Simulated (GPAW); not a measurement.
Runs of GPAW 26.7.0 on GaGe3. It takes space group Fm-3m (No. 225, cubic). The conventional cell has a = 6.774 Å, b = 6.774 Å, c = 6.774 Å, α = 90.00°, β = 90.00°, γ = 90.00°. Around Ge (site symmetry m-3m) lie 8 Ge at 2.93 Å. Ge (site symmetry -43m) is surrounded by 4 Ge at 2.93 Å and 4 Ga at 2.93 Å. Around Ga (site symmetry m-3m) lie 8 Ge at 2.93 Å. The cell comes from a database or a generator and needn't be the stable form of this composition.

```tsv
task	level	spin	cell	optimizer	fmax	max steps	convergence	band path	gap on the mesh (eV)	pressure (GPa)	relaxed volume (Å³/atom)
relaxation of cell and atoms	PBEsol+D3(BJ)+ATM	off	relaxed	BFGS	0.02 eV/Å	60	density=1e-05 forces=0.0001	-	none	-0.2	(b)
relaxation of cell and atoms	PBEsol	off	relaxed	BFGS	0.02 eV/Å	60	density=1e-05 forces=0.0001	-	none	0.0	18.26
band structure	PBEsol	off	as given	-	-	-	-	GXWKGLUWLK,UX	-	-4.1	-
relaxation of cell and atoms	PBEsol+D4	off	relaxed	BFGS	0.02 eV/Å	60	density=1e-05 forces=0.0001	-	none	-0.1	17.81
band structure	PBEsol	SOC, no magnetisation	as given	-	-	-	-	GXWKGLUWLK,UX	-	-4.1	-
relaxation of cell and atoms	PBEsol+D3(BJ)	off	relaxed	BFGS	0.02 eV/Å	60	density=1e-05 forces=0.0001	-	none	0.0	17.56
relaxation of cell and atoms	PBEsol+D3	off	relaxed	BFGS	0.02 eV/Å	60	density=1e-05 forces=0.0001	-	none	-0.1	(a)
```

Alike in all rows: potentials or basis PAW data sets generated in the run's folder for this functional, pw; k mesh 7 × 7 × 7; cutoff (eV) 600; smearing fermi-dirac 0.05 eV.

Question: Fill in the values left out.

Answer: (a) 17.88; (b) 17.67.

Caveats: later steps reuse the first step's grids (some runs); pairwise dispersion overbinds metals, which lowers pressure and volume (some runs); spin-orbit coupling was added after a scalar SCF, so levels and gaps hold it while energy, forces, pressure and moments don't (some runs); this program's spin-orbit splittings come out too wide for heavy elements (some runs).

A k mesh can miss the band edges, and rows without SOC leave out spin-orbit coupling on Ga, Ge.

A gap of «none» marks a metal or a gap under the smearing width.
